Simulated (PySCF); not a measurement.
# LiI: bond curves at several levels of theory

The task here is to estimate one member of a computed series from the others.

Computed with PySCF 2.14.0. Level: Li def2-SVPD, I def2-SVPD with ECP28, scalar-relativistic core potentials.

1 further run of the same task is left out (it didn't finish).

Set-up of the first run:

A driver script around PySCF takes these settings:

```json
{"atoms": "Li, I", "charge": "0", "basis": "Li def2-SVPD, I def2-SVPD with ECP28", "Hamiltonian": "scalar-relativistic core potentials", "basis functions": "47", "electrons treated": "28", "masses in u": "7.0160, 126.9045", "levels": "PBE0, PBE, r²SCAN, r²SCANh, LDA, B2PLYP, CAM-B3LYP, HF, MP2, SCS-MP2, CCSD, CCSD(T)", "grid": "80 radial by 434 angular points", "occupations": "held fixed by the projection of orbital angular momentum", "dissociation limit": "Li + I, each in its ground configuration", "starting distance in angstrom": "2.595", "values of 2S to try": "0, 2"}
```

Command:

```console
$ OMP_NUM_THREADS=1 python dia.py task.json out
```

Among the steps run: Input; First curve: PBE0; PBE (GGA); r²SCAN; r²SCANh; LDA (local density); B2PLYP (double hybrid); CAM-B3LYP (range-separated hybrid); RHF (mean field); Correlated methods on the Hartree–Fock reference.

One table of the session follows, with a row left open; its other results are not shown here.

It belongs to the step «The curves together». Energy (eV) from each level's lowest point:

| R (Å) | RHF | RHF-MP2 | RHF-SCS-MP2 | RHF-CCSD | RHF-CCSD(T) |
| --- | --- | --- | --- | --- | --- |
| 2.065 | 0.604 | 0.600 | 0.602 | n/a | n/a |
| 2.161 | 0.289 | 0.288 | 0.290 | 0.288 | 0.290 |
| 2.257 | ? | ? | ? | ? | ? |
| 2.329 | 0.031 | 0.032 | 0.032 | 0.032 | 0.033 |
| 2.401 | 0.000 | 0.000 | 0.000 | 0.000 | 0.000 |
| 2.473 | 0.002 | 0.000 | 0.000 | 0.000 | 0.000 |
| 2.569 | 0.044 | 0.039 | 0.038 | 0.039 | 0.037 |
| 2.689 | 0.140 | 0.131 | 0.129 | 0.130 | 0.127 |
| 2.833 | 0.297 | 0.281 | 0.279 | 0.280 | 0.276 |
| 3.025 | 0.543 | 0.519 | 0.515 | n/a | n/a |

**Question.** Estimate the row for R (Å) = 2.257.

Worked estimate for «RHF». A straight line through the neighbours (2.161, 0.289) and (2.329, 0.031) gives 0.289 + (0.031 − 0.289) × (2.257 − 2.161) / (2.329 − 2.161) = 0.142; a parabola fitted to 4 rows on both sides gives 0.099.

The run gave: RHF: 0.105; RHF-MP2: 0.105; RHF-SCS-MP2: 0.106; RHF-CCSD: 0.106; RHF-CCSD(T): 0.107. In «RHF» the line misses by +0.037 and the parabola by -0.006.
